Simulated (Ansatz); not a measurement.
# Bi2P: the cost of one run

Method: DFT PBE, scalar-relativistic, plane waves, PAW, in Ansatz 0.2.0.

### Step 1. The system as given

It takes space group Pnnm (No. 58, orthorhombic). The conventional cell has a = 5.367 Å, b = 6.551 Å, c = 4.090 Å, α = 90.00°, β = 90.00°, γ = 90.00°. Around Bi (site symmetry m) lie 1 Bi at 2.67 Å and 3 P at 2.70 to 2.72 Å. P (site symmetry 2/m) has 6 Bi at 2.70 to 2.72 Å as nearest neighbours.

As a file:

```
CELL_PARAMETERS angstrom
5.36748 0.00000 0.00000
0.00000 6.55097 0.00000
0.00000 0.00000 4.08956
ATOMIC_POSITIONS crystal
Bi 0.20040 0.37870 0.00000
Bi 0.79960 0.62130 0.00000
Bi 0.70040 0.12130 0.50000
Bi 0.29960 0.87870 0.50000
P 0.00000 0.00000 0.00000
P 0.50000 0.50000 0.50000
```

(A quick probe on a coarse mesh, which set the mesh and smearing, is not shown.)

### Step 3. Coarse relaxation

The input, input.yaml:

```yaml
crystal:
  lattice:
    - [5.3674829523, 0.0, 0.0]
    - [0.0, 6.5509715212, 0.0]
    - [0.0, 0.0, 4.0895568262]
  atoms:
    - { symbol: Bi, position: [0.2004, 0.3787, 0.0] }
    - { symbol: Bi, position: [0.7996, 0.6213, 0.0] }
    - { symbol: Bi, position: [0.7004, 0.1213, 0.5] }
    - { symbol: Bi, position: [0.2996, 0.8787, 0.5] }
    - { symbol: P, position: [0.0, 0.0, 0.0] }
    - { symbol: P, position: [0.5, 0.5, 0.5] }
basis:
  ecutwfc: 420
kpoints:
  mp_grid: { grid: [4, 4, 4] }
hamiltonian:
  xc: pbe
scf:
  occupations: { method: gaussian, width: 0.1 }
  lower_state_search: "off"
output:
  forces: true
  stress: true
  eigenvalues: true
relax:
  adjacent_minimum: "off"
  f_tol: 0.04
  max_steps: 70
  cell: { stress_tol: 0.4 }
```

On the command line:

```console
ansatz run input.yaml --threads 1 --pin off --max-ram 2560MiB --backend cpu --events-out ev --progress --plain --runs-dir out
```

**Question.** How long does this run take on 1 thread of Arm Neoverse V1, shared host, and how much memory does it need?

About 2.2 min, with a peak of 0.47 GiB.
